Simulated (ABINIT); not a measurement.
Crystal: CoO.

```xyz
2
Lattice="0.0000 2.0731 2.0731 2.0731 0.0000 2.0731 2.0731 2.0731 0.0000" Properties=species:S:1:pos:R:3 pbc="T T T"
Co    0.0000    0.0000    0.0000
O     2.0731    2.0731    2.0731
```

The cell isn't the ideal one: volume scaled by 0.92.

Base run:

```yaml
Program: ABINIT 10.8.3 (patched build)
Functional: LDA-PZ
Potentials_or_basis: PseudoDojo NC SR LDA v0.4.1 standard
Cutoff: 1252 eV
k_mesh: 8 × 8 × 8, with 4 shifts
Occupations: fermi-dirac, width 0.05 eV
Spin: collinear spin, ferromagnetic start
Starting_moments: "[2.0, 0.0] μB"
```

Its results: pressure -9.9 GPa; net moment 2.43 μB per cell; site moments Co +2.13; O +0.27 μB.

Task: The run is repeated on the same cell with these changes: k mesh from 8 × 8 × 8, with 4 shifts to 8 × 8 × 8. What comes out?

Result: Pressure -12.3 GPa; net moment 2.21 μB per cell; site moments Co +1.95; O +0.22 μB.

Caveats: a cell with one magnetic atom can't hold antiferromagnetic order, which such compounds often take.
